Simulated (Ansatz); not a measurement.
# C2H7GaN (SMILES [CH2][Ga]([CH3])[NH2]): levels of theory compared

Aim: a comparison of 6 runs (UHF/STO-3G, UHF/3-21G, UB3LYP/6-31G, UB3LYP/6-31G*, UBLYP/cc-pVDZ) of C2H7GaN. 

The calculation is run with Ansatz 0.2.0.

2 further runs of the same task are left out: 2 set aside as unsound or not needed.

## Step 1: The molecule

C2H7GaN has 11 atoms, charge 0, and is taken as a doublet. SMILES: `[CH2][Ga]([CH3])[NH2]`. The shape is that of a PBE0-D4/def2-TZVP optimisation. This is one conformer, not always the lowest.

Bond lengths: C1–Ga2 1.934 Å, Ga2–C3 1.963 Å, Ga2–N4 1.823 Å, C1–H5 1.087 Å, C1–H6 1.087 Å, C3–H7 1.093 Å, C3–H8 1.093 Å, C3–H9 1.091 Å, N4–H10 1.006 Å, N4–H11 1.006 Å. Some angles: C1–Ga2–C3 126.5°, C1–Ga2–N4 115.6°, C3–Ga2–N4 118.0°, Ga2–C1–H5 123.3°, Ga2–C1–H6 123.4°, Ga2–C3–H7 110.4°, Ga2–C3–H8 110.5°, Ga2–C3–H9 111.8°, Ga2–N4–H10 124.2°, Ga2–N4–H11 124.2°.

## Step 2: Energy and forces at UHF/STO-3G (run 1)

File run.yaml:

```yaml
crystal:
  periodic: [false, false, false]
  atoms:
    - symbol: C
      position_ang: [-1.093100, 1.720200, -0.220500]
    - symbol: Ga
      position_ang: [-0.042600, 0.098900, -0.120600]
    - symbol: C
      position_ang: [0.350800, -0.938200, 1.498500]
    - symbol: N
      position_ang: [0.634700, -0.499000, -1.704500]
    - symbol: H
      position_ang: [-1.280900, 2.254400, -1.148800]
    - symbol: H
      position_ang: [-1.555000, 2.187800, 0.645300]
    - symbol: H
      position_ang: [-0.064600, -1.945400, 1.416000]
    - symbol: H
      position_ang: [1.430000, -1.039100, 1.635400]
    - symbol: H
      position_ang: [-0.065700, -0.469300, 2.391000]
    - symbol: H
      position_ang: [1.196800, -1.327000, -1.802800]
    - symbol: H
      position_ang: [0.489500, -0.043300, -2.589100]
basis:
  gaussian:
    orbitals: STO-3G
hamiltonian:
  xc: hf
magnetization:
  spin_polarized: true
  initial_magnetization: 1
accuracy: high
output:
  forces: true
  orbitals: {seedname: orbitals}
```

Command:

```bash
$ ansatz run run.yaml --threads 1 --pin off --max-ram 2610MiB --events-out events.jsonl --progress --plain --runs-dir runs
```

The program printed:

```text
Warning: RAYON_NUM_THREADS=1 ignored (pool sized by the plan → 1); use --threads N
[... 28 lines left out ...]
Total energy: -55336.08933588 eV, -2033.5637749451 hartree
[... 11 lines left out ...]
Dipole moment:     0.067912    -0.103348    -0.008021 e Å
```

It took 8.7 s on 1 thread of Intel Xeon Platinum 8375C at 2.90GHz (Ice Lake), shared host; peak memory 0.14 GiB.

## Step 3: Energy and forces at UHF/3-21G (run 2)

File input.yaml:

```yaml
crystal:
  periodic: [false, false, false]
  atoms:
    - {symbol: C, position_ang: [-1.093100, 1.720200, -0.220500]}
    - {symbol: Ga, position_ang: [-0.042600, 0.098900, -0.120600]}
    - {symbol: C, position_ang: [0.350800, -0.938200, 1.498500]}
    - {symbol: "N", position_ang: [0.634700, -0.499000, -1.704500]}
    - {symbol: H, position_ang: [-1.280900, 2.254400, -1.148800]}
    - {symbol: H, position_ang: [-1.555000, 2.187800, 0.645300]}
    - {symbol: H, position_ang: [-0.064600, -1.945400, 1.416000]}
    - {symbol: H, position_ang: [1.430000, -1.039100, 1.635400]}
    - {symbol: H, position_ang: [-0.065700, -0.469300, 2.391000]}
    - {symbol: H, position_ang: [1.196800, -1.327000, -1.802800]}
    - {symbol: H, position_ang: [0.489500, -0.043300, -2.589100]}
basis:
  gaussian: {orbitals: 3-21G-spherical.json}
hamiltonian: {xc: hf}
accuracy: high
output: {forces: true, orbitals: {seedname: orbitals}}
magnetization: {spin_polarized: true, initial_magnetization: 1}
```

The basis set 3-21G is read from a file made from the Basis Set Exchange's data (not shown).

Command:

```bash
$ ansatz run input.yaml --threads 1 --pin off --max-ram 2610MiB --events-out events.jsonl --progress --plain --runs-dir runs
```

The program printed (excerpt; [...] marks lines left out):

```text
Warning: RAYON_NUM_THREADS=1 ignored (pool sized by the plan → 1); use --threads N
Functional definition: HF
  name "HF"
[...]
1379 factors; integrals over basis functions are off by at most 4.1e-9 eV
[...]
mean field -55711.99481666 eV, -2047.3780465658 hartree, gradient 9.7e-8 eV, S^2 0.760598; 0 other end points of the search recorded, 0 dependent functions left out
[...]
reference -55711.99481666 eV, -2047.3780465658 hartree; 29, 28 occupied and 34, 35 virtual orbitals, 1379 factors
Total energy: -55711.99481666 eV, -2047.3780465658 hartree
Atom 0 at    -1.093100     1.720200    -0.220500 Å, force    -0.412921     0.603438     0.069029 eV/Å
Atom 1 at    -0.042600     0.098900    -0.120600 Å, force     0.528685    -0.513480    -1.001497 eV/Å
Atom 2 at     0.350800    -0.938200     1.498500 Å, force     0.058445    -0.189786     0.306107 eV/Å
Atom 3 at     0.634700    -0.499000    -1.704500 Å, force    -0.219627     0.172487     0.547487 eV/Å
Atom 4 at    -1.280900     2.254400    -1.148800 Å, force     0.011870    -0.086633     0.257965 eV/Å
Atom 5 at    -1.555000     2.187800     0.645300 Å, force     0.078517    -0.049729    -0.254722 eV/Å
Atom 6 at    -0.064600    -1.945400     1.416000 Å, force     0.089859     0.181474     0.103559 eV/Å
Atom 7 at     1.430000    -1.039100     1.635400 Å, force    -0.223281    -0.001549     0.055477 eV/Å
Atom 8 at    -0.065700    -0.469300     2.391000 Å, force     0.113006    -0.145980    -0.140039 eV/Å
Atom 9 at     1.196800    -1.327000    -1.802800 Å, force    -0.086041     0.151687    -0.060588 eV/Å
Atom 10 at     0.489500    -0.043300    -2.589100 Å, force     0.061487    -0.121929     0.117222 eV/Å
Dipole moment:     0.036519    -0.035809    -0.087820 e Å
```

It took 3 s on 1 thread of Intel Xeon Platinum 8375C at 2.90GHz (Ice Lake), shared host; peak memory 0.22 GiB.

## Step 4: Energy and gradient at UB3LYP/6-31G (run 3)

File molecule.yaml:

```yaml
basis:
  gaussian:
    orbitals: 6-31G-spherical.json
crystal:
  periodic: [false, false, false]
  atoms:
    - symbol: C
      position_ang: [-1.093100, 1.720200, -0.220500]
    - symbol: Ga
      position_ang: [-0.042600, 0.098900, -0.120600]
    - symbol: C
      position_ang: [0.350800, -0.938200, 1.498500]
    - symbol: "N"
      position_ang: [0.634700, -0.499000, -1.704500]
    - symbol: H
      position_ang: [-1.280900, 2.254400, -1.148800]
    - symbol: H
      position_ang: [-1.555000, 2.187800, 0.645300]
    - symbol: H
      position_ang: [-0.064600, -1.945400, 1.416000]
    - symbol: H
      position_ang: [1.430000, -1.039100, 1.635400]
    - symbol: H
      position_ang: [-0.065700, -0.469300, 2.391000]
    - symbol: H
      position_ang: [1.196800, -1.327000, -1.802800]
    - symbol: H
      position_ang: [0.489500, -0.043300, -2.589100]
magnetization:
  spin_polarized: true
  initial_magnetization: 1
hamiltonian:
  xc: {name: B3LYP}
accuracy: high
output: {forces: true, orbitals: {seedname: orbitals}}
```

The basis set 6-31G is read from a file made from the Basis Set Exchange's data (not shown).

Command:

```bash
$ ansatz run molecule.yaml --threads 1 --pin off --max-ram 2610MiB --events-out events.jsonl --progress --plain --runs-dir runs
```

The program printed:

```text
Warning: RAYON_NUM_THREADS=1 ignored (pool sized by the plan → 1); use --threads N
[... 16 lines left out ...]
Total energy: -56046.88767769 eV, -2059.6851322103 hartree
[... 11 lines left out ...]
Dipole moment:     0.043967    -0.043048    -0.103258 e Å
```

It took 23 s on 1 thread of Intel Xeon Platinum 8375C at 2.90GHz (Ice Lake), shared host; peak memory 0.4 GiB.

Runs 4 to 5 aren't shown in full; the table further down has their settings and results.

## Step 5: Energy and gradient at UBLYP/cc-pVDZ (run 6)

File job.yaml:

```yaml
basis:
  gaussian:
    orbitals: cc-pVDZ
crystal:
  periodic: [false, false, false]
  atoms:
    - symbol: C
      position_ang: [-1.093100, 1.720200, -0.220500]
    - symbol: Ga
      position_ang: [-0.042600, 0.098900, -0.120600]
    - symbol: C
      position_ang: [0.350800, -0.938200, 1.498500]
    - symbol: N
      position_ang: [0.634700, -0.499000, -1.704500]
    - symbol: H
      position_ang: [-1.280900, 2.254400, -1.148800]
    - symbol: H
      position_ang: [-1.555000, 2.187800, 0.645300]
    - symbol: H
      position_ang: [-0.064600, -1.945400, 1.416000]
    - symbol: H
      position_ang: [1.430000, -1.039100, 1.635400]
    - symbol: H
      position_ang: [-0.065700, -0.469300, 2.391000]
    - symbol: H
      position_ang: [1.196800, -1.327000, -1.802800]
    - symbol: H
      position_ang: [0.489500, -0.043300, -2.589100]
magnetization:
  spin_polarized: true
  initial_magnetization: 1
hamiltonian:
  xc: {name: BLYP}
accuracy: high
output:
  forces: true
  orbitals: {seedname: orbitals}
```

Command:

```bash
$ ansatz run job.yaml --threads 1 --pin off --max-ram 2610MiB --events-out events.jsonl --progress --plain --runs-dir runs
```

The program printed:

```text
Warning: RAYON_NUM_THREADS=1 ignored (pool sized by the plan → 1); use --threads N
[... 18 lines left out ...]
Total energy: -56054.01896356 eV, -2059.9472021323 hartree
[... 11 lines left out ...]
Dipole moment:     0.073923    -0.077728    -0.138866 e Å
```

Run time: 23 s. Hardware: 1 thread of Intel Xeon Platinum 8375C at 2.90GHz (Ice Lake), shared host; peak memory 0.4 GiB.

## Step 6: The series

```tsv
run	level	Cartesian functions	energy (Eh)	dipole moment (D)	HOMO energy (eV)	LUMO energy (eV)	wall time
1	UHF/STO-3G	no	-2033.563775	0.60	-4.61	6.37	8.7 s
2	UHF/3-21G	no	-2047.378047	0.49	-9.72	2.00	3 s
3	UB3LYP/6-31G	no	-2059.685132	0.58	-5.93	-2.28	23 s
4	UB3LYP/6-31G* (spherical functions)	no	-2059.756551	0.54	-5.93	-2.24	27 s
5	UB3LYP/6-31G* (Cartesian functions)	yes	-2059.764889	0.54	-5.93	-2.24	23 s
6	UBLYP/cc-pVDZ	no	-2059.947202	0.84	-4.75	-3.08	23 s
```

## Step 7: Results

| quantity | value |
| --- | --- |
| run 6: total energy | -2059.94720 Eh |
| run 6: dipole moment | 0.84 D |
| run 6: HOMO energy (highest over α and β) | -4.75 eV |
| run 6: LUMO energy (lowest over α and β) | -3.08 eV |
| run 6: ⟨S²⟩ | 0.754 |
| run 6: largest force on an atom | 0.799 eV/Å |

The dipole moment (its size) runs from 0.49 D (UHF/3-21G) to 0.84 D (UBLYP/cc-pVDZ). The two ends differ in method and basis. Totals of different functionals can't be ranked against each other. In run 1 the basis is minimal, so the values are rough. Spin contamination of the reference: run 1 ⟨S²⟩ = 1.50. Where it is this large, the reference is a mixture of spin states, and values that rest on it are in doubt. All runs together took 1.8 min, the longest 27 s.
